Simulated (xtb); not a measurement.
# GFN2-xTB run of C2H8BClSi (SMILES C[SiH](C)BCl)

Wanted: a structure relaxation of C2H8BClSi. 

Program for the calculation: xtb 6.7.1 later snapshot.

4 further runs of the same task are left out: 4 set aside as unsound or not needed.

## Step 1: The structure to begin with

The species is C2H8BClSi (13 atoms), meant as a singlet with charge 0. As SMILES, `C[SiH](C)BCl`. Geometry: relaxed at GFN2-xTB. This is one conformer, not always the lowest. The run starts from this shape.

Bond lengths: C1–Si2 1.912 Å, Si2–C3 1.912 Å, Si2–B4 1.983 Å, B4–Cl5 1.696 Å, C1–H6 1.086 Å, C1–H7 1.085 Å, C1–H8 1.087 Å, Si2–H9 1.480 Å, C3–H10 1.085 Å, C3–H11 1.086 Å, C3–H12 1.087 Å, B4–H13 1.177 Å. Some angles: C1–Si2–C3 106.8°, C1–Si2–B4 111.1°, C3–Si2–B4 111.2°, Si2–B4–Cl5 120.0°, C1–Si2–H9 106.6°, C3–Si2–H9 106.6°, B4–Si2–H9 114.2°, Si2–C1–H6 111.5°, Si2–C1–H7 111.3°, Si2–C1–H8 111.1°.

## Step 2: A geometry optimisation at GFN2-xTB

.CHRG

```
0
```

.UHF

```
0
```

struc.xyz

```xyz
13
start
C     -1.41767     0.50063     0.85602
Si     0.30957     0.49092     0.03548
C      1.17859    -1.11703     0.59681
B      0.16269     0.57376    -1.94055
Cl    -0.66543    -0.64402    -2.78171
H     -1.96035     1.41412     0.62980
H     -1.34227     0.42272     1.93608
H     -2.02080    -0.33336     0.50722
H      1.06764     1.61222     0.63398
H      1.23325    -1.17959     1.67904
H      2.19315    -1.17583     0.21279
H      0.64356    -1.99431     0.24314
H      0.61809     1.42978    -2.60809
```

Started as:

```
$ xtb struc.xyz --gfn 2 -o vtight > xtb.out 2> xtb.err
```

**Question.** What will come out? Wanted: total energy at the end; dipole moment; HOMO energy; LUMO energy; HOMO–LUMO gap; dispersion energy; mean polarisability.

Computed results:

Level: GFN2-xTB.

| quantity | value |
| --- | --- |
| total energy at the end | -15.87266 Eh |
| dipole moment | 0.25 D |
| HOMO energy | -10.12 eV |
| LUMO energy | -7.55 eV |
| HOMO–LUMO gap | 2.57 eV |
| dispersion energy | -21.11 kJ/mol |
| mean polarisability (D4 model) | 78.8 bohr³ |

**Reading.** At the final geometry: Bond lengths: C1–Si2 1.912 Å, Si2–C3 1.912 Å, Si2–B4 1.983 Å, B4–Cl5 1.696 Å, C1–H6 1.086 Å, C1–H7 1.085 Å, C1–H8 1.087 Å, Si2–H9 1.480 Å, C3–H10 1.085 Å, C3–H11 1.086 Å, C3–H12 1.087 Å, B4–H13 1.177 Å. Some angles: C1–Si2–C3 106.8°, C1–Si2–B4 111.0°, C3–Si2–B4 111.1°, Si2–B4–Cl5 119.9°, C1–Si2–H9 106.6°, C3–Si2–H9 106.6°, B4–Si2–H9 114.3°, Si2–C1–H6 111.4°, Si2–C1–H7 111.3°, Si2–C1–H8 111.1°. The optimisation took 9 steps and changed the energy by -0.000 eV. Mulliken charges run from -0.21 on Cl5 to +0.40 on Si2.
